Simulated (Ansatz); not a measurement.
# TiO2: the cost of one run

Program: Ansatz 0.2.0. Level of theory: DFT PBE, PAW, plane waves, scalar-relativistic. These are calculated values, not measurements.

4 further runs of the same task are left out: 3 that didn't finish, 1 set aside as unsound or not needed.

### 1 The starting structure

The structure is tetragonal, space group P4_2/mnm (No. 136). The conventional cell has a = 4.594 Å, b = 4.594 Å, c = 2.959 Å, α = 90.00°, β = 90.00°, γ = 90.00°. Around Ti (site symmetry mmm) lie 6 O at 1.94 to 1.99 Å. Around O (site symmetry m2m) lie 3 Ti at 1.94 to 1.99 Å.

Coordinates:

```cif
data_structure
_symmetry_space_group_name_H-M 'P4_2/mnm'
_symmetry_Int_Tables_number 136
_cell_length_a 4.5940
_cell_length_b 4.5940
_cell_length_c 2.9590
_cell_angle_alpha 90.000
_cell_angle_beta 90.000
_cell_angle_gamma 90.000
_cell_volume 62.45
loop_
_atom_site_label
_atom_site_type_symbol
_atom_site_symmetry_multiplicity
_atom_site_Wyckoff_symbol
_atom_site_fract_x
_atom_site_fract_y
_atom_site_fract_z
_atom_site_occupancy
Ti1 Ti 2 a 0.00000 0.00000 0.00000 1
O1 O 4 f 0.30600 0.30600 0.00000 1
```

Labels such as O6 number the atoms in the order of the input file.

Changes shown after the default run: Broyden, β 0.7, preconditioner Kerker; tetrahedron occupations; Broyden, β 1.0, history 3, no preconditioner; Fermi–Dirac smearing, width 0.5 eV; cold smearing, width 0.3 eV; cutoff 300 eV; linear mixing, β 0.4, Kerker.

The search for lower states is off throughout, and inputs that name a mixer don't switch to direct minimisation unless they say so. Spin is collinear, with starting moments Ti1 1.00, Ti2 1.00 μB. β is the mixing step of the charge; the magnetisation has a step of its own, which the program sets unless it is named.

### 2 Default SCF settings

Input file input.yaml:

```yaml
crystal:
  lattice:
    - [4.594, 0.0, 0.0]
    - [0.0, 4.594, 0.0]
    - [0.0, 0.0, 2.959]
  atoms:
    - { symbol: Ti, position: [0.0, 0.0, 0.0], spin: 1.0 }
    - { symbol: Ti, position: [0.5, 0.5, 0.5], spin: 1.0 }
    - { symbol: O, position: [0.306, 0.306, 0.0] }
    - { symbol: O, position: [0.194, 0.806, 0.5] }
    - { symbol: O, position: [0.694, 0.694, 0.0] }
    - { symbol: O, position: [0.806, 0.194, 0.5] }
magnetization:
  spin_polarized: true
hamiltonian:
  xc: pbe
  pseudopotentials: { kind: paw }
basis:
  ecutwfc: 420
kpoints:
  mp_grid: { grid: [4, 4, 6] }
scf:
  occupations: { method: fermi_dirac, width: 0.05 }
  lower_state_search: "off"
output:
  forces: true
  stress: true
  write_density: true
  write_potential: true
  elf: true
  volumetric_format: npy
```

The run is started by

```sh
> ansatz run input.yaml --threads 2 --pin off --max-ram 5120MiB --backend cpu --events-out ev --progress --plain --runs-dir out
```

Q: Estimate wall time and peak memory on 2 threads of Intel Xeon Platinum 8259CL at 2.50GHz (Skylake/Cascade Lake), shared host.

About 8.3 s, with a peak of 0.43 GiB.
